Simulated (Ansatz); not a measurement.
Hf, space group Fm-3m, a relaxation followed by a look at the electronic structure

Computed with the Ansatz DFT code, driven from Python.

Input file `hf.vasp`:
```text
Hf
1.0
   0.00000000    2.22000000    2.22000000
   2.22000000    0.00000000    2.22000000
   2.22000000    2.22000000    0.00000000
Hf
1
Direct
   0.00000000    0.00000000    0.00000000
```

Notebook, run cell by cell (the value of a cell's last expression is shown):

```python
import ansatz as az
from ase.io import read
import numpy as np
```

```python
def count_gap(report):
    # lowest empty less highest filled band, counting bands; zero where they overlap
    return max(report.get("gap_by_band_count_ev") or 0.0, 0.0)
```

```python
def setup_for(crystal, spacing):
    return (
        crystal.calculation()
        .basis(420)
        .occupations("methfessel_paxton")
        .functional(az.Functional.PBESOL)
        .kpoints(spacing=spacing)
    )
```

```python
atoms = read("hf.vasp", format="vasp")
xtal = az.Crystal.from_ase(atoms)
```

```python
relaxed = setup_for(xtal, 0.3).relax(cell=True, force_tolerance=0.02, max_steps=40).checkpoint(write="relax.run", compress=False).run(threads=1, backend="cpu")
cell = np.asarray(relaxed.lattice.cell_ang)
print("relaxed edges (A):", np.linalg.norm(cell, axis=1).round(4), " volume:", round(abs(np.linalg.det(cell)), 3), "A^3")
for site in relaxed.lattice.sites:
    print(" ", site.symbol, np.round(site.position_frac, 4) + 0.0)
```

    relaxed edges (A): [3.1309 3.1309 3.1309]  volume: 21.702 A^3
      Hf [0. 0. 0.]

```python
final = az.Crystal.from_checkpoint("relax.run")
result = setup_for(final, 0.22).stress().band_table().density_of_states(energy_step=0.05).run(threads=1, backend="cpu")
rep = result.report
```

    DeckWarning: crystal.checkpoint: the structure is that of relax.run, a `relax` run, at its step 3: its result, under pbesol at a charge of 0 e; 1 atoms read, 0 with a starting moment [...]

```python
rep["n_kpoints"], rep["n_symmetry_ops"], rep["n_pw"]
```

    (72, 48, 411)

```python
rep["n_iterations"], rep["closed_by"]
```

    (7, 'deck_thresholds')

```python
dos = result.density_of_states()
print(f"pressure at the relaxed cell {np.trace(rep['stress_gpa']) / 3:.3f} GPa, gap by band count {count_gap(rep):.3f} eV")
if count_gap(rep) == 0:
    print("states/eV at the Fermi level:", round(float(np.interp(dos.fermi_ev, dos.energies_ev, dos.spin_summed_g_bin_mean_per_ev)), 3))
```

    pressure at the relaxed cell -0.880 GPa, gap by band count 0.000 eV
    states/eV at the Fermi level: 1.552

The mesh is modest for a metal, so energies can be off by several to tens of meV an atom and pressures by half a GPa or more; differences at equal mesh fare better. Only differences from the Fermi energy are physical; the zero of the scale is a convention. A gap by band count of zero or less means overlapping bands, a metal. This isn't the structure that Hf takes at ambient conditions. Levels are Kohn-Sham eigenvalues on this mesh, without spin-orbit coupling. Warnings are shown shortened and without file and line. Where the second run takes another functional or mesh than the relaxation, its pressure isn't zero; pressure is positive in compression. The computed bands are complete only to about 4.0 eV above the Fermi level; beyond that the density of states is undercounted. By the engine's processor time: 5.1 s on 1 thread of Intel(R) Xeon(R) Processor @ 2.30GHz, on a shared host, peak memory 0.62 GiB.
